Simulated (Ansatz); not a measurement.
# C2H5BN2O: one species, many methods

The task here is to estimate one member of a computed series from the others.

Computed with Ansatz 0.2.0, Gaussian basis. Level: functionals in def2-TZVPP, the program's frozen cores in correlated methods.

Levels to be run: LDA (SPW92), PBE-D4, revPBE-D4, BLYP-D4, r2SCAN-D4, B97M-V, PBE0-D4, B3LYP-D4, r2SCANh-D4, r2SCAN0-D4, HSE06-D4, BHLYP-D4, CAM-B3LYP-D4, LC-ωPBE, ωB97X-V, ωB97M-V, B2PLYP, PBE-QIDH; CCSD(T)/def2-SVP; CCSD(T)/def2-TZVPP; MP2/def2-QZVPP; extrapolation to the limit; RPA on PBE.

## The relaxed structure

An earlier PBE0-D4 in a triple-zeta def2 set relaxation fixed the geometry.

11 atoms, charge 0, spin multiplicity 1.

Atoms are counted from 1 here; the program's logs count them from 0.

Bond lengths: N1–C2 1.151 Å, C2–C3 1.445 Å, C3–B4 1.603 Å, C3–H7 1.096 Å, C3–H8 1.096 Å, B4–N5 1.392 Å, B4–O6 1.371 Å, N5–H9 1.005 Å, N5–H10 1.005 Å, O6–H11 0.957 Å. Angles: N1–C2–C3 176.7°, C2–C3–B4 113.1°, C2–C3–H7 108.8°, C2–C3–H8 108.8°, B4–C3–H7 109.7°, B4–C3–H8 109.7°, H7–C3–H8 106.6°, C3–B4–N5 120.9°, C3–B4–O6 120.1°, N5–B4–O6 119.0°, B4–N5–H9 122.3°, B4–N5–H10 122.7°, H9–N5–H10 114.9°, B4–O6–H11 114.5°.

The first run:

The input, in.yaml:

```yaml
crystal:
  periodic: [false, false, false]
  atoms:
    - {symbol: N, position_ang: [1.176609, -0.797246, 2.446438]}
    - {symbol: C, position_ang: [0.807890, -0.927441, 1.364211]}
    - {symbol: C, position_ang: [0.320605, -1.011442, 0.006424]}
    - {symbol: B, position_ang: [-0.307100, 0.365077, -0.522084]}
    - {symbol: N, position_ang: [-0.349112, 1.491435, 0.295054]}
    - {symbol: O, position_ang: [-0.813145, 0.447530, -1.793674]}
    - {symbol: H, position_ang: [1.145685, -1.315397, -0.647288]}
    - {symbol: H, position_ang: [-0.431878, -1.805800, -0.050737]}
    - {symbol: H, position_ang: [-0.737805, 2.365293, -0.013888]}
    - {symbol: H, position_ang: [0.005427, 1.493992, 1.235606]}
    - {symbol: H, position_ang: [-0.751778, -0.363100, -2.299264]}
basis:
  gaussian: {orbitals: def2-TZVPP}
hamiltonian: {xc: lda}
output: {orbitals: {seedname: orbitals}}
```

Command:

```sh
> ansatz run in.yaml --threads 4 --pin off --events-out ev --progress --plain --max-ram 10444MiB
```

Among the steps run: LDA; PBE-D4 (GGA); revPBE-D4 (GGA); BLYP-D4 (GGA); r2SCAN-D4 (meta-GGA); B97M-V (meta-GGA); PBE0-D4 (hybrid); B3LYP-D4 (hybrid); r2SCANh-D4 (hybrid); r2SCAN0-D4 (hybrid); HSE06-D4 (hybrid); BHLYP-D4 (hybrid); CAM-B3LYP-D4 (range-separated); LC-ωPBE (range-separated); ωB97X-V (range-separated); ωB97M-V (range-separated); B2PLYP (double hybrid); PBE-QIDH (double hybrid).

One table of the session follows, with a row left open; its other results are not shown here.

It belongs to the step «Frontier levels by functional». 

```
  functional  HOMO (eV)  LUMO (eV)  gap (eV)
 LDA (SPW92)      -6.94      -0.65      6.30
      PBE-D4      -6.75      -0.50      6.24
   revPBE-D4      -6.68      -0.43      6.24
     BLYP-D4      -6.63      -0.54      6.09
   r2SCAN-D4      -7.06       0.14      7.20
      B97M-V      -7.11      -0.30      6.80
     PBE0-D4      -8.20       0.30      8.50
    B3LYP-D4      -7.95      -0.06      7.89
  r2SCANh-D4      -7.61       0.42      8.03
  r2SCAN0-D4      -8.43       0.76      9.19
    HSE06-D4      -7.80      -0.07      7.73
    BHLYP-D4      -9.57       0.83     10.41
CAM-B3LYP-D4      -9.66       1.00     10.66
     LC-ωPBE          ?          ?         ?
     ωB97X-V     -10.69       2.09     12.78
     ωB97M-V     -10.61       1.60     12.21
```

Estimate the missing values for LC-ωPBE.

The run gave: HOMO (eV): -11.08; LUMO (eV): 2.30; gap (eV): 13.39. In the column «HOMO (eV)» it is the lowest.
